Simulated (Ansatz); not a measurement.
# BI3 (boron triiodide) at r2SCAN/def2-SVP (core potential)

What is the vertical ionisation energy of BI3 (boron triiodide) at r2SCAN/def2-SVP (core potential)? 

Program for the calculation: Ansatz 0.2.0.

35 further runs of the same task are left out: 1 that didn't finish, 34 set aside as unsound or not needed.

## (1) The molecule

BI3 has 4 atoms, charge 0, and is taken as a singlet. SMILES: `IB(I)I`. The shape is that of a PBE0-D4/def2-TZVP optimisation.

Bond lengths: I1–B2 2.110 Å, B2–I3 2.110 Å, B2–I4 2.110 Å. Angles: I1–B2–I3 120.0°, I1–B2–I4 120.0°, I3–B2–I4 120.0°.

## (2) A single-point energy at r2SCAN/def2-SVP (core potential)

Contents of molecule.yaml:

```yaml
basis:
  gaussian:
    orbitals: def2-SVP
crystal:
  periodic: [false, false, false]
  atoms:
    - {symbol: I, position_ang: [-1.308500, -0.295200, 1.615600]}
    - {symbol: B, position_ang: [0.013900, -0.015100, -0.005100]}
    - {symbol: I, position_ang: [1.876800, -1.006300, -0.030300]}
    - {symbol: I, position_ang: [-0.526500, 1.256300, -1.600500]}
hamiltonian:
  xc: r2scan
accuracy: high
output: {orbitals: {seedname: orbitals}}
```

Run with:

```bash
ansatz run molecule.yaml --threads 1 --pin off --max-ram 3480MiB --events-out events.jsonl --progress --plain --runs-dir runs
```

The program printed:

```text
Warning: RAYON_NUM_THREADS=1 ignored (pool sized by the plan → 1); use --threads N
Functional definition: r2SCAN
  name "r2SCAN"
  parameter k0 = 0.174
  parameter k1 = 0.065
  parameter a1 = 4.9479
  exchange = r2scan_x(k0 = k0, k1 = k1, a1 = a1)
  correlation = r2scan_c
2268 factors; integrals over basis functions are off by at most 2.8e-9 eV
mean field evaluation 1: about -24988.6235 eV, gradient 1.4e1 eV
mean field evaluation 2: about -24986.0391 eV, gradient 3.1e1 eV
mean field evaluation 4: about -24989.2959 eV, gradient 4.2e-1 eV
mean field evaluation 8: about -24989.2910 eV, gradient 1.9e-2 eV
mean field evaluation 16: about -24989.2910 eV, gradient 8.8e-7 eV
mean field -24989.29100739 eV, -918.3395061717 hartree, gradient 1.7e-8 eV, S^2 0.000000; 0 other end points of the search recorded, 0 dependent functions left out
reference -24989.29100788 eV, -918.3395061898 hartree; 40, 40 occupied and 52, 52 virtual orbitals, 2268 factors
Total energy: -24989.29100788 eV, -918.3395061898 hartree
```

Run time: 20 s. Hardware: 1 thread of Intel Xeon Platinum 8488C (Sapphire Rapids), shared host; peak memory 0.35 GiB.

## (3) The doublet cation

Contents of in.yaml:

```yaml
crystal:
  periodic: [false, false, false]
  atoms:
    - symbol: I
      position_ang: [-1.308500, -0.295200, 1.615600]
    - symbol: B
      position_ang: [0.013900, -0.015100, -0.005100]
    - symbol: I
      position_ang: [1.876800, -1.006300, -0.030300]
    - symbol: I
      position_ang: [-0.526500, 1.256300, -1.600500]
basis:
  gaussian:
    orbitals: def2-SVP
accuracy: high
output:
  orbitals: {seedname: orbitals}
hamiltonian:
  xc: r2scan
total_charge: 1
magnetization:
  spin_polarized: true
  initial_magnetization: 1
```

Run with:

```bash
ansatz run in.yaml --threads 1 --pin off --max-ram 3480MiB --events-out events.jsonl --progress --plain --runs-dir runs
```

The program printed, shortened:

```text
Warning: RAYON_NUM_THREADS=1 ignored (pool sized by the plan → 1); use --threads N
[... 7 set-up lines as earlier in the session ...]
2267 factors; integrals over basis functions are off by at most 2.8e-9 eV
mean field evaluation 1: about -24976.2557 eV, gradient 2.6e1 eV
mean field evaluation 2: about -24964.0453 eV, gradient 4.7e1 eV
mean field evaluation 4: about -24980.2894 eV, gradient 8.3e-1 eV
mean field evaluation 8: about -24980.2855 eV, gradient 2.3e-2 eV
mean field evaluation 16: about -24980.2855 eV, gradient 4.3e-5 eV
mean field evaluation 32: about -24980.2713 eV, gradient 9.7e-1 eV
mean field -24980.28546465 eV, -918.0085585804 hartree, gradient 7.5e-8 eV, S^2 0.752142; 6 other end points of the search recorded, 0 dependent functions left out
reference -24980.28546657 eV, -918.0085586507 hartree; 40, 39 occupied and 52, 53 virtual orbitals, 2267 factors
Total energy: -24980.28546657 eV, -918.0085586507 hartree
```

It took 67 s on 1 thread of Intel Xeon Platinum 8488C (Sapphire Rapids), shared host; peak memory 0.56 GiB.

## (4) What came out

Level: r2SCAN/def2-SVP (core potential).

```
                                          quantity          value
                         singlet BI3: total energy  -918.33951 Eh
                          singlet BI3: HOMO energy       -6.51 eV
                          singlet BI3: LUMO energy       -3.07 eV
                        singlet BI3: HOMO–LUMO gap        3.45 eV
                      doublet cation: total energy  -918.00856 Eh
doublet cation: HOMO energy (highest over α and β)      -12.16 eV
 doublet cation: LUMO energy (lowest over α and β)      -11.49 eV
                              doublet cation: ⟨S²⟩          0.752
vertical ionisation energy (to the doublet cation)       9.006 eV
```

In words: Removing an electron at fixed nuclei costs 9.01 eV (208 kcal/mol). −ε(HOMO) before ionisation, 6.51 eV, is 2.49 eV below this ionisation energy.
